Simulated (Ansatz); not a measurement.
# Si2GeC3: the cost of one run

Method: DFT PBE, scalar-relativistic, plane waves, PAW, in Ansatz 0.2.0.

3 further runs of the same task are left out: 2 that didn't finish, 1 set aside as unsound or not needed.

## (1) The structure to begin with

It takes space group P6/mmm (No. 191, hexagonal). The conventional cell has a = 3.801 Å, b = 3.801 Å, c = 7.180 Å, α = 90.00°, β = 90.00°, γ = 120.00°. Si (site symmetry 6mm) has 1 Ge at 1.54 Å as nearest neighbours. Ge (site symmetry 6/mmm) has 2 Si at 1.54 Å and 6 C at 2.19 Å as nearest neighbours. Around C (site symmetry 6/mmm) lie 2 Si at 2.05 Å. C (site symmetry -6m2) is surrounded by 3 Ge at 2.19 Å and 3 C at 2.19 Å.

As a file:

```cif
data_structure
_symmetry_space_group_name_H-M 'P 1'
_symmetry_Int_Tables_number 1
_cell_length_a 3.8015
_cell_length_b 3.8015
_cell_length_c 7.1799
_cell_angle_alpha 90.000
_cell_angle_beta 90.000
_cell_angle_gamma 120.000
_cell_volume 89.86
loop_
_atom_site_label
_atom_site_type_symbol
_atom_site_fract_x
_atom_site_fract_y
_atom_site_fract_z
_atom_site_occupancy
Si1 Si 0.00000 0.00000 0.21393 1
Si2 Si 0.00000 0.00000 0.78607 1
Ge1 Ge 0.00000 0.00000 0.00000 1
C1 C 0.00000 0.00000 0.50000 1
C2 C 0.33333 0.66667 0.00000 1
C3 C 0.66667 0.33333 0.00000 1
```

A structure generator made this guess: random cell by space group and Wyckoff sites (P6/mmm, No. 191). Lengths come from tabulated atomic sizes and are only a guess.

## (2) Probe: one point on a coarse mesh

The input, input.yaml:

```yaml
crystal:
  lattice:
    - [3.80146974, 0.0, 0.0]
    - [-1.90073487, 3.29216937, 0.0]
    - [0.0, 0.0, 7.17987265]
  atoms:
    - { symbol: Si, position: [0.0, 0.0, 0.2139271] }
    - { symbol: Si, position: [0.0, 0.0, 0.7860729] }
    - { symbol: Ge, position: [0.0, 0.0, 0.0] }
    - { symbol: C, position: [0.0, 0.0, 0.5] }
    - { symbol: C, position: [0.33333333, 0.66666667, 0.0] }
    - { symbol: C, position: [0.66666667, 0.33333333, 0.0] }
basis:
  ecutwfc: 420
kpoints:
  mp_grid: { grid: [6, 6, 4] }
hamiltonian:
  xc: pbe
scf:
  occupations: { method: gaussian, width: 0.1 }
  lower_state_search: "off"
output:
  forces: true
  stress: true
  eigenvalues: true
```

Command:

```
ansatz run input.yaml --threads 1 --pin off --max-ram 2560MiB --backend cpu --events-out ev --progress --plain --runs-dir out
```

What time and memory should one allow on 1 thread of Arm Neoverse V1, shared host?

About 3 s, with a peak of 0.35 GiB.
